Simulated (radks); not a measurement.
**Er⁵⁵⁺ in [Ne] 3s2 3p1: an all-electron calculation**

Wanted: eigenvalues, radial structure and energy terms of the erbium ion Er55+.

The numbers are computed with radks (a radial shooting solver on a logarithmic mesh, Libxc functionals) version 1 (scalar-relativistic Kohn-Sham, LDA (Slater exchange, Perdew-Zunger correlation), spin-polarised, spherical densities, finite nucleus; open shells are filled with parallel spins first), except any that are marked as measured or tabulated.

## 1. The atom as given

| Item | Value |
| --- | --- |
| element | erbium (Z = 68) |
| charge | +55 |
| electrons | 13 |
| configuration | [Ne] 3s2 3p1 |
| nuclear rms radius | 5.2516 fm |

The outer shells:

Er⁵⁵⁺
```
[Ne] core
3s [↑↓]
3p [↑ ][  ][  ]
```

## 2. The run

Settings of this run:

```text
Z 68
configuration [Ne] 3s2 3p1 4s0 3d0
relativity scalar-relativistic
functional lda,pz
spin polarised
nucleus finite rms 5.2516 fm
c 137.035999084
```

Run with:

```sh
> python run_ks.py task.json out
```

The same process makes all the runs of this session.

Q: Predict the outcome of this run.

As calculated:

| quantity | value |
| --- | --- |
| total energy | -9788.2079 hartree |
| exchange-correlation share of it | 1.29 % |
| −T/E | 1.1066 |
| highest occupied level | 3p up, -5236.2 eV |
| most extended occupied level | 3s down, <r> = 0.205 bohr |
| radius at density 0.001 e/bohr³ | 0.584 bohr |
| maxima of the radial density | 2 |
| ionisation energy, NIST | 5455 (theory) eV |

3 principal shells are occupied and 2 maxima appear in the radial density; where shells overlap, one shows as a shoulder or not at all. Relativity lifts −T/E to 1.107. The top level binds by 5236.2 eV, 96 % of the NIST ionisation energy of 5455 eV. Open shells are spherical and high-spin; term and fine-structure splittings are not resolved. Spin-orbit splitting is averaged out at the scalar-relativistic level.
